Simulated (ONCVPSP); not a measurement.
# Copper: generating and testing an ONCV potential

Aim: build the potential from the settings below, then test how well it stands in for the atom: other configurations, scattering, ghost states and the plane-wave cutoff that it needs.

The numbers are computed with ONCVPSP 4.0.1.1 (patched build) (PBEsol, scalar-relativistic, spin-unpolarised reference atom).

### Step 1. The design

Typed settings, in words:

* element: copper (Cu, Z = 29)
* type: optimised norm-conserving Vanderbilt (ONCV)
* frozen core: [Ar]
* valence charge: 11
* reference configuration: 3d10 4s1
* partial waves: 4s: rc 1.90 bohr, ncon 5, nbas 9, qcut 2.9 1/bohr, 1 projector; p scattering state at 0.42 Ha: rc 1.55 bohr, ncon 3, nbas 7, qcut 4.5 1/bohr, 1 projector; 3d: rc 0.90 bohr, ncon 3, nbas 7, qcut 21 1/bohr, 2 projectors, debl 2.9 Ha
* local potential: polynomial inside 0.75 bohr (lpopt 1, dvloc0 0 Ha)
* core correction: Teter function fitted to the true core (icmod 2), fcfact 0.35

### Step 2. Generating the potential

Cu.dat reads:

```
# ATOM AND REFERENCE CONFIGURATION
# atsym  z   nc   nv     iexc    psfile
  Cu 29.00    5    2  -116133      upf
#
#   n    l    f
    1    0    2.00
    2    0    2.00
    2    1    6.00
    3    0    2.00
    3    1    6.00
    3    2   10.00
    4    0    1.00
#
# PSEUDOPOTENTIAL AND OPTIMIZATION
# lmax
    2
#
#   l,   rc,      ep,       ncon, nbas, qcut
    0    1.90    0.00    5    9    2.90
    1    1.55    0.42    3    7    4.50
    2    0.90    0.00    3    7   21.00
#
# LOCAL POTENTIAL
# lloc, lpopt,  rc(5),   dvloc0
    4    1    0.75    0.00
#
# VANDERBILT-KLEINMAN-BYLANDER PROJECTORs
# l, nproj, debl
    0    1    0.80
    1    1    3.80
    2    2    2.90
#
# MODEL CORE CHARGE
# icmod, fcfact, rcfact
    2    0.35    0.75
#
# LOG DERIVATIVE ANALYSIS
# epsh1, epsh2, depsh
   -2.00    5.00    0.02
#
# OUTPUT GRID
# rlmax, drl
    6.00    0.01
#
# TEST CONFIGURATIONS
# ncnf
    4
# nvcnf
#   n    l    f
    2
    3    2   10.00
    4    0    0.00
#
    2
    3    2    9.00
    4    0    0.00
#
    2
    3    2    8.00
    4    0    0.00
#
    3
    3    2   10.00
    4    0    0.00
    4    1    1.00
#
```

Started as:

```bash
$ oncvpsp.x < Cu.dat > Cu.out
```

Before running it: what results should come out? Wanted: cutoffs for 1 and 0.1 mHa per electron, occupied waves; bound ghosts; GHOST(+) flags; largest test error; largest phase difference near zero energy, channels read; rms error of d²Exc/dn², without and with the model core.

The runs gave:

| quantity | value |
| --- | --- |
| cutoffs for 1 and 0.1 mHa per electron, occupied waves | 140 Ha and 165 Ha |
| bound ghosts | s at -180.94 eV, p at -6.66 eV |
| GHOST(+) flags | none at low energy |
| largest test error (AE − PS) | -62 meV, for 3d10 4s0 4p1 (1 test unsolved) |
| largest phase difference near zero energy, channels read | 2.771 rad |
| rms error of d²Exc/dn², without and with the model core | 8.00 and 3.86 mHa |

What this shows: It has a bound ghost (s, p), a state that the atom doesn't have, and that rules the file out. The worst unpolarised test, 3d10 4s0 4p1, is off by 62 meV on 4.2 eV; by total energies transferability rates as fair where solved. Of the tests 1 gave no usable energy difference, which is a warning in itself. By its cutoff, 140 Ha for the looser tolerance, it is very hard. At the looser tolerance the 3d wave is the slowest; 4s needs 6 Ha. Of the channels read, p scatters worst near zero energy, by up to 2.77 rad (at the energies tabulated). The pseudo curves have a pole with no partner nearby in the atom's: p at -0.22 Ha.
